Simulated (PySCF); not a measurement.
**C4H10OSi2: electronic excitations**

Wanted: the electronic excitations of C4H10OSi2 (`C=C[SiH2]C(=C)O[SiH3]`), by calculation.

Programs: PySCF 2.14.0, with density-fitted response routines of our own. Each step states its level of theory. These are calculated values for one molecule in the gas phase, unless marked as measured. Atoms are numbered from 0 throughout.

## 1. The molecule as given

17 atoms, charge 0, multiplicity 1; geometry from: GFN2-xTB.

Bonds of the start (Å): C0–C1 1.32, C1–Si2 1.88, Si2–C3 1.90, C3–C4 1.33, C3–O5 1.36, O5–Si6 1.62, C0–H7 1.08, C0–H8 1.08, C1–H9 1.08, Si2–H10 1.47, Si2–H11 1.47, C4–H12 1.07, C4–H13 1.08, Si6–H14 1.47, Si6–H15 1.45, Si6–H16 1.46.

## 2. TDDFT and polarisability: wB97X-D/def2-SVPD

Job settings and geometry (Å):

```
{"job": {"kind": "uv", "xc": "wB97X-D", "basis": "def2-SVPD", "nstates": 8, "ntriplets": 3}, "charge": 0, "multiplicity": 1}
C     -3.410609    -0.525304    -0.275581
C     -2.401426    -0.440652     0.576839
Si    -0.694913    -1.191018     0.308802
C      0.592848     0.198640     0.220279
C      0.355965     1.501640     0.292109
O      1.837266    -0.323971     0.059159
Si     3.314648     0.329817    -0.111426
H     -3.313792    -1.045052    -1.214901
H     -4.377380    -0.084091    -0.083558
H     -2.565988     0.093228     1.506479
H     -0.353449    -2.066703     1.438825
H     -0.650128    -1.951451    -0.944769
H     -0.646687     1.866380     0.417949
H      1.146218     2.233308     0.227682
H      3.376413     1.198716    -1.289342
H      4.092350    -0.890029    -0.260783
H      3.691665     1.108573     1.070713
```

With the program's defaults for keys left out, this is: TDDFT wB97X-D/def2-SVPD, vertical, gas phase, core orbitals frozen in the response.

On the command line:

```
> OMP_NUM_THREADS=1 python probes_run.py task.json out
```

One launch serves the whole session: the jobs run in the order shown.

Predict these results of the whole session: lowest singlet (wB97X-D/def2-SVPD); brightest single state of those computed; lowest triplet.

As calculated:

| quantity | value |
| --- | --- |
| lowest singlet (wB97X-D/def2-SVPD) | 6.55 eV (189 nm), f = 0.028 |
| brightest single state of those computed | state 7, 7.33 eV, f = 0.517 |
| lowest triplet | 4.29 eV |

The first singlet state (HOMO→LUMO 0.54, HOMO→LUMO+2 0.33) lies at 6.55 eV and is weak; of the 8 states computed, the strongest absorption comes from state 7 at 7.33 eV. The lowest triplet lies 2.26 eV below the lowest singlet (triplets in Tamm-Dancoff, singlets in full TDDFT).
